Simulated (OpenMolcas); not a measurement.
# CH2BFS (SMILES FB1CS1) at HCTH407/pc-1 (Cholesky decomposition)

What is the electrostatic solvation energy at fixed shape (C-PCM, acetone) of CH2BFS at HCTH407/pc-1 (Cholesky decomposition)? 

The calculation is run with OpenMolcas 26.06.

2 further runs of the same task are left out: 2 set aside as unsound or not needed.

## Step 1: Starting point

The species is CH2BFS (6 atoms), meant as a singlet with charge 0. As SMILES, `FB1CS1`. The coordinates come from a GFN2-xTB relaxation.

Bond lengths: F1–B2 1.308 Å, B2–C3 1.532 Å, B2–S4 1.738 Å, C3–S4 1.878 Å, C3–H5 1.082 Å, C3–H6 1.082 Å. Angles: F1–B2–C3 147.7°, F1–B2–S4 142.5°, C3–B2–S4 69.8°, B2–C3–S4 60.3°, B2–S4–C3 50.0°, B2–C3–H5 122.7°, B2–C3–H6 122.7°, S4–C3–H5 112.7°, S4–C3–H6 112.7°, H5–C3–H6 112.3°.

## Step 2: The energy at HCTH407/pc-1 (Cholesky decomposition)

The input, mol.input:

```
* CH2BFS Kohn-Sham DFT

&GATEWAY
 Coord
 6
 bohr
 F     -0.58810167    -3.96080927     0.56011482
 B     -0.61548380    -1.55101161     0.01269896
 C      0.72533358     1.01056884     0.16739194
 S     -2.41314247     0.76218324    -1.47147304
 H      2.23836170     1.54347161    -1.10127569
 H      0.65303266     2.19559720     1.83252411
 Basis=pc-1
 Group=NoSym

&SEWARD
 Medium

&SCF
 KSDFT=GGA_XC_HCTH_407
 PrOrbitals=1 1
```

Started as:

```console
$ export MOLCAS_MEM=1860
$ pymolcas mol.input > mol.log
```

The log of the run:

```text
--- Start Module: gateway ---
[...]
--- Stop Module: gateway /rc=_RC_ALL_IS_WELL_ ---
--- Start Module: seward ---
[...]
      Basis functions           70
--- Stop Module: seward /rc=_RC_ALL_IS_WELL_ ---
[...]
--- Start Module: scf ---
[...]
       Convergence after  15 Iterations
[...]
::    Total KS-DFT energy                            -562.2332388322
[...]
      Total spin, S                                     0.0000000000
[...]
      Total electronic charge=   38.000000
      Total            charge=   -0.000000
[...]
      Dipole Moment (debye):
      Origin of the operator (angstrom)=   -0.5813   -0.3625   -0.2334
                   X=  9.7491E-01               Y=  6.2129E-01               Z=  3.8976E-01           Total=  1.2200E+00
      Quadrupole Moment (debye*angstrom):
[...]
--- Stop Module: scf /rc=_RC_ALL_IS_WELL_ ---
[...]
```

Wall time 5.4 s (1 thread of AMD EPYC 7R13 (Zen 3), shared host); peak memory 0.25 GiB.

## Step 3: The energy at HCTH407/pc-1 (Cholesky decomposition, C-PCM acetone)

The input, mol.inp:

```
* CH2BFS Kohn-Sham DFT

&GATEWAY
  Coord
  6
  bohr
  F     -0.58810167    -3.96080927     0.56011482
  B     -0.61548380    -1.55101161     0.01269896
  C      0.72533358     1.01056884     0.16739194
  S     -2.41314247     0.76218324    -1.47147304
  H      2.23836170     1.54347161    -1.10127569
  H      0.65303266     2.19559720     1.83252411
  Basis = pc-1
  Group = NoSym
  RF-Input
  PCM-Model
  Solvent=acetone
  Conductor
  End of RF-Input

&SEWARD
  Medium

&SCF
  KSDFT = GGA_XC_HCTH_407
  PrOrbitals = 1 1
```

Started as:

```console
$ export MOLCAS_MEM=300
$ pymolcas mol.inp > mol.log
```

The log of the run:

```text
--- Start Module: gateway ---
[...]
--- Stop Module: gateway /rc=_RC_ALL_IS_WELL_ ---
--- Start Module: seward ---
[...]
      Basis functions           70
--- Stop Module: seward /rc=_RC_ALL_IS_WELL_ ---
[...]
--- Start Module: scf ---
[...]
       Convergence after  14 Iterations
[...]
::    Total KS-DFT energy                            -562.2366168375
[...]
      Total spin, S                                     0.0000000000
[...]
      Total electronic charge=   38.000000
      Total            charge=   -0.000000
[...]
      Dipole Moment (debye):
      Origin of the operator (angstrom)=   -0.5813   -0.3625   -0.2334
                   X=  1.3326E+00               Y=  6.5118E-01               Z=  5.7637E-01           Total=  1.5912E+00
      Quadrupole Moment (debye*angstrom):
[...]
--- Stop Module: scf /rc=_RC_ALL_IS_WELL_ ---
[...]
```

It took 7.8 s on 1 thread of AMD EPYC 7R13 (Zen 3), shared host; peak memory 0.25 GiB.

## Step 4: Outcome

Level: HCTH407/pc-1 (Cholesky decomposition).

| quantity | value |
| --- | --- |
| gas phase: total energy | -562.23324 Eh |
| gas phase: dipole moment | 1.22 D |
| gas phase: HOMO energy | -6.70 eV |
| gas phase: LUMO energy | -1.45 eV |
| gas phase: HOMO–LUMO gap | 5.25 eV |
| C-PCM, acetone: total energy | -562.23662 Eh |
| C-PCM, acetone: dipole moment | 1.59 D |
| C-PCM, acetone: HOMO energy | -6.56 eV |
| C-PCM, acetone: LUMO energy | -1.21 eV |
| C-PCM, acetone: HOMO–LUMO gap | 5.35 eV |
| energy change from gas to solvent at fixed shape | -0.092 eV |

What this shows: The solvent model (C-PCM, acetone) lowers the energy by 0.09 eV (−8.9 kJ/mol) at the same shape. It holds the electrostatic part alone, without cavity or dispersion terms. Mulliken charges (gas phase) run from -0.39 on C3 to +0.47 on B2; they depend strongly on the basis. Mulliken charges (C-PCM, acetone) run from -0.39 on C3 to +0.50 on B2.
